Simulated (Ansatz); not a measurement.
# PBE0/6-31G(d) (spherical functions) run of SiN2H4ClF (SMILES N[Si](N)(F)Cl)

What is the energy change on altering one bond length of SiN2H4ClF at PBE0/6-31G* (spherical functions)? 

Program for the calculation: Ansatz 0.2.0.

117 further runs of the same task are left out: 117 set aside as unsound or not needed.

### Step 1. The structure to begin with

SiN2H4ClF: 9 atoms, total charge 0, spin state singlet. SMILES: `N[Si](N)(F)Cl`. The coordinates come from a PBE0-D4/def2-TZVP relaxation. This is one conformer, not always the lowest.

Bond lengths: N1–Si2 1.688 Å, Si2–N3 1.684 Å, Si2–F4 1.593 Å, Si2–Cl5 2.053 Å, N1–H6 1.006 Å, N1–H7 1.007 Å, N3–H8 1.006 Å, N3–H9 1.005 Å. Some angles: N1–Si2–N3 109.6°, N1–Si2–F4 104.5°, N1–Si2–Cl5 117.1°, N3–Si2–F4 116.4°, N3–Si2–Cl5 105.5°, F4–Si2–Cl5 104.2°, Si2–N1–H6 120.4°, Si2–N1–H7 120.4°, Si2–N3–H8 121.2°, Si2–N3–H9 121.8°.

### Step 2. A single-point energy at PBE0/6-31G(d) (spherical functions)

The input, input.yaml:

```yaml
crystal:
  periodic: [false, false, false]
  atoms:
    - {symbol: N, position_ang: [-1.103400, 0.512600, -0.802400]}
    - {symbol: Si, position_ang: [0.413700, -0.007900, -0.276100]}
    - {symbol: "N", position_ang: [0.278200, -0.677900, 1.262900]}
    - {symbol: F, position_ang: [0.921700, -0.982300, -1.429200]}
    - {symbol: Cl, position_ang: [1.890300, 1.411100, -0.127000]}
    - {symbol: H, position_ang: [-1.655800, 1.131700, -0.233100]}
    - {symbol: H, position_ang: [-1.287400, 0.634500, -1.784500]}
    - {symbol: H, position_ang: [-0.423900, -1.367700, 1.471900]}
    - {symbol: H, position_ang: [1.055000, -0.700400, 1.900500]}
basis:
  gaussian:
    orbitals: 6-31G_st_-spherical.json
hamiltonian:
  xc: pbe0
accuracy: high
output: {orbitals: {seedname: orbitals}}
```

The basis set 6-31G* is read from a file made from the Basis Set Exchange's data (not shown).

The run is started by

```bash
$ ansatz run input.yaml --threads 1 --pin off --max-ram 2610MiB --events-out events.jsonl --progress --plain --runs-dir runs
```

Standard output:

```text
Warning: RAYON_NUM_THREADS=1 ignored (pool sized by the plan → 1); use --threads N
Functional definition: PBE0
  name "PBE0"
  parameter a = 0.25
  parameter kappa = 0.804
  parameter beta = 0.06672455060314922
  exchange = (1 - a)*pbe_x(kappa = kappa, mu = beta*pi^2/3) + a*exact_x
  correlation = pbe_c(beta = beta)
1945 factors; integrals over basis functions are off by at most 3.6e-9 eV
mean field evaluation 1: about -26143.2507 eV, gradient 7.0e1 eV
mean field evaluation 2: about -26137.0958 eV, gradient 8.6e1 eV
mean field evaluation 4: about -26152.3375 eV, gradient 2.2e0 eV
mean field evaluation 8: about -26152.6019 eV, gradient 3.5e-1 eV
mean field evaluation 16: about -26152.6022 eV, gradient 3.4e-5 eV
mean field -26152.60216977 eV, -961.0904028687 hartree, gradient 7.6e-8 eV, S^2 0.000000; 0 other end points of the search recorded, 0 dependent functions left out
reference -26152.60217224 eV, -961.0904029593 hartree; 29, 29 occupied and 57, 57 virtual orbitals, 1945 factors
Total energy: -26152.60217224 eV, -961.0904029593 hartree
```

Wall time 11 s (1 thread of Arm Neoverse V2, shared host); peak memory 0.31 GiB.

### Step 3. The distorted shape

The input, run.yaml:

```yaml
basis:
  gaussian: {orbitals: 6-31G_st_-spherical.json}
crystal:
  periodic: [false, false, false]
  atoms:
    - {symbol: "N", position_ang: [-0.998110, 0.616045, -0.833742]}
    - {symbol: Si, position_ang: [0.518990, 0.095545, -0.307442]}
    - {symbol: "N", position_ang: [0.383490, -0.574455, 1.231558]}
    - {symbol: F, position_ang: [1.026990, -0.878855, -1.460542]}
    - {symbol: Cl, position_ang: [1.995590, 1.514545, -0.158342]}
    - {symbol: H, position_ang: [-1.550510, 1.235145, -0.264442]}
    - {symbol: H, position_ang: [-1.182110, 0.737945, -1.815842]}
    - {symbol: H, position_ang: [-0.423900, -1.367700, 1.471900]}
    - {symbol: H, position_ang: [1.160290, -0.596955, 1.869158]}
output: {orbitals: {seedname: orbitals}}
hamiltonian: {xc: {name: PBE0}}
accuracy: high
total_charge: 0
```

The basis set 6-31G* is read from a file made from the Basis Set Exchange's data (not shown).

The run is started by

```bash
$ ansatz run run.yaml --threads 1 --pin off --max-ram 2610MiB --events-out events.jsonl --progress --plain --runs-dir runs
```

Standard output:

```text
Warning: RAYON_NUM_THREADS=1 ignored (pool sized by the plan → 1); use --threads N
Functional definition: PBE0
  name "PBE0"
  parameter a = 0.25
  parameter kappa = 0.804
  parameter beta = 0.06672455060314922
  exchange = (1 - a)*pbe_x(kappa = kappa, mu = beta*pi^2/3) + a*exact_x
  correlation = pbe_c(beta = beta)
1947 factors; integrals over basis functions are off by at most 8.1e-9 eV
mean field evaluation 1: about -26142.9383 eV, gradient 6.9e1 eV
mean field evaluation 2: about -26136.2777 eV, gradient 8.7e1 eV
mean field evaluation 4: about -26151.9659 eV, gradient 2.5e0 eV
mean field evaluation 8: about -26152.2250 eV, gradient 3.9e-1 eV
mean field evaluation 16: about -26152.2253 eV, gradient 4.5e-5 eV
mean field -26152.22534348 eV, -961.0765547579 hartree, gradient 2.1e-8 eV, S^2 0.000000; 0 other end points of the search recorded, 0 dependent functions left out
reference -26152.22534595 eV, -961.0765548488 hartree; 29, 29 occupied and 57, 57 virtual orbitals, 1947 factors
Total energy: -26152.22534595 eV, -961.0765548488 hartree
```

Run time: 12 s. Hardware: 1 thread of Arm Neoverse V2, shared host; peak memory 0.31 GiB.

### Step 4. Summary of results

Level: PBE0/6-31G* (spherical functions).

| quantity | value |
| --- | --- |
| first shape: total energy | -961.09040 Eh |
| first shape: HOMO energy | -7.82 eV |
| first shape: LUMO energy | 1.56 eV |
| first shape: HOMO–LUMO gap | 9.37 eV |
| distorted shape: total energy | -961.07655 Eh |
| distorted shape: HOMO energy | -7.79 eV |
| distorted shape: LUMO energy | 1.13 eV |
| distorted shape: HOMO–LUMO gap | 8.93 eV |
| energy change with the N3–H8 bond stretched from 1.006 to 1.157 Å | 0.377 eV |

What this shows: With the N3–H8 bond stretched from 1.006 to 1.157 Å the energy rises by 0.38 eV (36.4 kJ/mol). The first shape isn't relaxed at this level, so the change isn't measured from a minimum.
